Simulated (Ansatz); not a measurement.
# YbI3 (BiF3 type): equation of state

The task here is to estimate one member of a computed series from the others.

Computed with Ansatz 0.2.0 (DFT PBE, scalar-relativistic, plane waves, PAW, unless a step's input says otherwise).

2 further runs of the same task are left out: 2 that didn't finish. Runs told in other sessions of the task aren't counted.

## Starting point

Symmetry: Fm-3m, No. 225, cubic system. The conventional cell has a = 8.204 Å, b = 8.204 Å, c = 8.204 Å, α = 90.00°, β = 90.00°, γ = 90.00°. Around Yb (site symmetry m-3m) lie 8 I at 3.55 Å. I (site symmetry m-3m) is surrounded by 8 I at 3.55 Å. I (site symmetry -43m) has 4 Yb at 3.55 Å and 4 I at 3.55 Å in its first shell of neighbours.

Coordinates:

```cif
data_structure
_symmetry_space_group_name_H-M 'P 1'
_symmetry_Int_Tables_number 1
_cell_length_a 5.8012
_cell_length_b 5.8012
_cell_length_c 5.8012
_cell_angle_alpha 60.000
_cell_angle_beta 60.000
_cell_angle_gamma 60.000
_cell_volume 138.05
loop_
_atom_site_label
_atom_site_type_symbol
_atom_site_fract_x
_atom_site_fract_y
_atom_site_fract_z
_atom_site_occupancy
Yb1 Yb 0.00000 0.00000 0.00000 1
I1 I 0.50000 0.50000 0.50000 1
I2 I 0.25000 0.25000 0.25000 1
I3 I 0.75000 0.75000 0.75000 1
```

An earlier run at PBE left this cell at 34.513 Å³/atom and -0.02 GPa (8×8×8 mesh).

Volume factors to run: 0.980, 1.020, 0.960, 1.040, 1.070, 1.100, 0.945.

The first run:

input.yaml

```yaml
crystal:
  lattice:
    - [0.0, 4.0745562927, 4.0745562927]
    - [4.0745562927, 0.0, 4.0745562927]
    - [4.0745562927, 4.0745562927, 0.0]
  atoms:
    - { symbol: Yb, position: [0.0, 0.0, 0.0], spin: 0.05 }
    - { symbol: I, position: [0.5, 0.5, 0.5] }
    - { symbol: I, position: [0.25, 0.25, 0.25] }
    - { symbol: I, position: [0.75, 0.75, 0.75] }
basis:
  ecutwfc: 420
  ecutrho_ratio: 4
kpoints:
  mp_grid: { grid: [8, 8, 8] }
hamiltonian:
  xc: pbe
scf:
  occupations: { method: gaussian, width: 0.05 }
output:
  forces: true
  stress: true
  eigenvalues: true
  populations: true
magnetization:
  spin_polarized: true
```

Run with:

```sh
$ ansatz run input.yaml --threads 2 --pin off --max-ram 2662MiB --backend cpu --events-out ev --progress --plain --runs-dir out
```

Among the steps run: Volume × 0.980; At 1.020 of the relaxed volume; At 0.960 of the relaxed volume; Volume × 1.040; Volume × 1.070; At 1.100 of the relaxed volume; Scaling the volume by 0.945.

One table of the session follows, with a row left open; its other results are not shown here.

It belongs to the step «The fit». 

| volume (Å³/atom) | energy (meV/atom) | pressure (GPa) |
| --- | --- | --- |
| 32.615 | 9.33 | 1.71 |
| 33.133 | 4.71 | 1.18 |
| 33.823 | 1.06 | 0.54 |
| 34.513 | 0.00 | -0.02 |
| 35.203 | ? | ? |
| 35.894 | 4.52 | -0.97 |
| 36.929 | 12.80 | -1.55 |
| 37.964 | 24.52 | -2.04 |

Q: Estimate the row for volume (Å³/atom) = 35.203 from the others.

Worked estimate for «energy (meV/atom)». A straight line through the neighbours (34.513, 0.00) and (35.894, 4.52) gives 0.00 + (4.52 − 0.00) × (35.203 − 34.513) / (35.894 − 34.513) = 2.26; a parabola fitted to 4 rows on both sides gives 1.28.

The run gave: energy (meV/atom): 1.24; pressure (GPa): -0.53. In «energy (meV/atom)» the line misses by +1.02 and the parabola by +0.04.

Caveats from the session: Warnings in the runs' records: seeded moment not kept, given moment on shells.
